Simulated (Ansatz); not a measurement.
# Si2Ge: the cost of one run

Program: Ansatz 0.2.0. Level of theory: DFT PBE, scalar-relativistic, plane waves, PAW. These are calculated values, not measurements.

1 further run of the same task is left out (set aside as unsound or not needed).

**1. The structure to begin with**

It takes space group P6_222 (No. 180, hexagonal). The conventional cell has a = 5.393 Å, b = 5.393 Å, c = 10.811 Å, α = 90.00°, β = 90.00°, γ = 120.00°. Si (site symmetry 2) is surrounded by 1 Si at 2.22 Å and 2 Ge at 2.40 Å. Around Ge (site symmetry 222) lie 4 Si at 2.40 Å.

As a file:

```xyz
9
Lattice="5.3932 0.0000 0.0000 -2.6966 4.6706 0.0000 0.0000 0.0000 10.8111" Properties=species:S:1:pos:R:3 pbc="T T T"
Si    1.5879    0.0000    0.0000
Si   -0.7940    1.3752    7.2074
Si    1.9026    3.2955    3.6037
Si   -1.9026    3.2955    7.2074
Si    3.8053    0.0000    0.0000
Si    0.7940    1.3752    3.6037
Ge    0.0000    0.0000    9.0092
Ge    0.0000    0.0000    5.4055
Ge    0.0000    0.0000    1.8018
```

It is the end of an earlier relaxation with the same method, from a generated guess; it is a trial structure. At a tolerance of 0.05 Å it has space group P6_222 (No. 180); it has 30.26 Å³/atom, an uncorrected energy of +0.77 eV/atom over the elements.

**2. Electronic structure at the relaxed geometry**

File input.yaml:

```yaml
crystal:
  lattice:
    - [5.3931929008, 0.0, 0.0]
    - [-2.6965964504, 4.6706420596, 0.0]
    - [0.0, 0.0, 10.8110682177]
  atoms:
    - { symbol: Si, position: [0.2944283741, 0.0, 0.0] }
    - { symbol: Si, position: [0.0, 0.2944283741, 0.6666666667] }
    - { symbol: Si, position: [0.7055716259, 0.7055716259, 0.3333333333] }
    - { symbol: Si, position: [0.0, 0.7055716259, 0.6666666667] }
    - { symbol: Si, position: [0.7055716259, 0.0, 0.0] }
    - { symbol: Si, position: [0.2944283741, 0.2944283741, 0.3333333333] }
    - { symbol: Ge, position: [0.0, 0.0, 0.8333333333] }
    - { symbol: Ge, position: [0.0, 0.0, 0.5] }
    - { symbol: Ge, position: [0.0, 0.0, 0.1666666667] }
basis:
  ecutwfc: 420
kpoints:
  mp_grid: { grid: [12, 12, 4] }
  band_path:
    path:
      - [[0.0, 0.0, 0.0], [0.5, 0.0, 0.0], [0.33333333, 0.33333333, 0.0], [0.0, 0.0, 0.0], [0.0, 0.0, 0.5], [0.5, 0.0, 0.5], [0.33333333, 0.33333333, 0.5], [0.0, 0.0, 0.5]]
      - [[0.5, 0.0, 0.5], [0.5, 0.0, 0.0]]
      - [[0.33333333, 0.33333333, 0.5], [0.33333333, 0.33333333, 0.0]]
    npoints: 14
hamiltonian:
  xc: pbe
scf:
  occupations: { method: gaussian, width: 0.1 }
  n_extra_bands: 22
output:
  forces: true
  stress: true
  eigenvalues: true
  populations: true
  dos: { projected: true, de: 0.02, nscf_kmesh: { grid: [15, 15, 5] } }
  bader: true
  write_density: true
  write_potential: true
  elf: true
  volumetric_format: npy
```

On the command line:

```
$ ansatz run input.yaml --threads 1 --pin off --max-ram 2560MiB --backend cpu --events-out ev --progress --plain --runs-dir out
```

**Question.** How long does this run take on 1 thread of Arm Neoverse V1, shared host, and how much memory does it need?

About 7.3 min, with a peak of 1.3 GiB.
